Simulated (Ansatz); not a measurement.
**C₂H₈O₂Si: basis-set convergence**

One table from this session's results is given with a row withheld; the runs are named, their logs left out.

Computed with Ansatz 0.2.0, Gaussian basis. Level: one geometry, several basis sets.

The runs, in order: PBE0-D4/def2-SVP; ωB97M-V/def2-SVP; PBE0-D4/def2-QZVPP; ωB97M-V/def2-QZVPP; the functionals' def2-TZVPP values are taken from earlier runs.

**The relaxed structure**

The geometry comes from an earlier relaxation with PBE0-D4 in a triple-zeta def2 set; it is a stationary point, not always the lowest conformer.

SMILES `CC[SiH](O)O`, 13 atoms, charge 0, spin multiplicity 1.

Atoms are counted from 1 here; the program's logs count them from 0.

Bond lengths: C1–C2 1.527 Å, C1–H6 1.092 Å, C1–H7 1.093 Å, C1–H8 1.093 Å, C2–Si3 1.859 Å, C2–H9 1.096 Å, C2–H10 1.097 Å, Si3–O4 1.646 Å, Si3–O5 1.648 Å, Si3–H11 1.485 Å, O4–H12 0.958 Å, O5–H13 0.958 Å. Angles: C2–C1–H6 111.1°, C2–C1–H7 111.4°, C2–C1–H8 111.6°, H6–C1–H7 107.4°, H6–C1–H8 107.9°, H7–C1–H8 107.4°, C1–C2–Si3 113.7°, C1–C2–H9 110.7°, C1–C2–H10 110.2°, Si3–C2–H9 107.8°, Si3–C2–H10 108.2°, H9–C2–H10 106.0°, C2–Si3–O4 112.8°, C2–Si3–O5 105.3°, C2–Si3–H11 112.8°, O4–Si3–O5 112.2°, O4–Si3–H11 103.4°, O5–Si3–H11 110.5° and more.

Set-up of the first run:

Contents of in.yaml:

```yaml
crystal:
  periodic: [false, false, false]
  atoms:
    - {symbol: C, position_ang: [-0.419631, -0.044046, 1.760076]}
    - {symbol: C, position_ang: [0.641464, -0.058574, 0.661661]}
    - {symbol: Si, position_ang: [-0.055235, -0.279602, -1.047276]}
    - {symbol: O, position_ang: [1.111230, -0.348234, -2.207257]}
    - {symbol: O, position_ang: [-1.079285, 0.992834, -1.266651]}
    - {symbol: H, position_ang: [-1.126378, 0.775096, 1.612552]}
    - {symbol: H, position_ang: [-0.995148, -0.973784, 1.770076]}
    - {symbol: H, position_ang: [0.027755, 0.073122, 2.750128]}
    - {symbol: H, position_ang: [1.366210, -0.862148, 0.834476]}
    - {symbol: H, position_ang: [1.215861, 0.875792, 0.678438]}
    - {symbol: H, position_ang: [-0.779457, -1.565734, -1.212580]}
    - {symbol: H, position_ang: [1.728071, 0.383546, -2.258274]}
    - {symbol: H, position_ang: [-1.615058, 0.996932, -2.060772]}
basis:
  gaussian: {orbitals: def2-SVP}
hamiltonian: {xc: pbe0, dispersion: d4}
output: {orbitals: {seedname: orbitals}}
```

Steps of the session up to this table: PBE0-D4 in def2-SVP; ωB97M-V in def2-SVP; PBE0-D4 in def2-QZVPP; ωB97M-V in def2-QZVPP.

One of the session's tables, all rows but one given; the rest of the session is left out.

It belongs to the step «Functionals by basis». 

| functional | basis | HOMO (eV) | LUMO (eV) |
| --- | --- | --- | --- |
| PBE0-D4 | def2-SVP | -8.00 | 1.49 |
| PBE0-D4 | def2-TZVPP | -8.12 | 0.74 |
| PBE0-D4 | def2-QZVPP | -8.15 | 0.33 |
| ωB97M-V | def2-SVP | -10.25 | 3.14 |
| ωB97M-V | def2-TZVPP | ? | ? |
| ωB97M-V | def2-QZVPP | -10.41 | 1.48 |

Estimate the missing values for ωB97M-V, def2-TZVPP.

**Answer.** HOMO (eV): -10.39; LUMO (eV): 2.17. In the column «HOMO (eV)» it lies between ωB97M-V, def2-QZVPP (-10.41) and ωB97M-V, def2-SVP (-10.25).
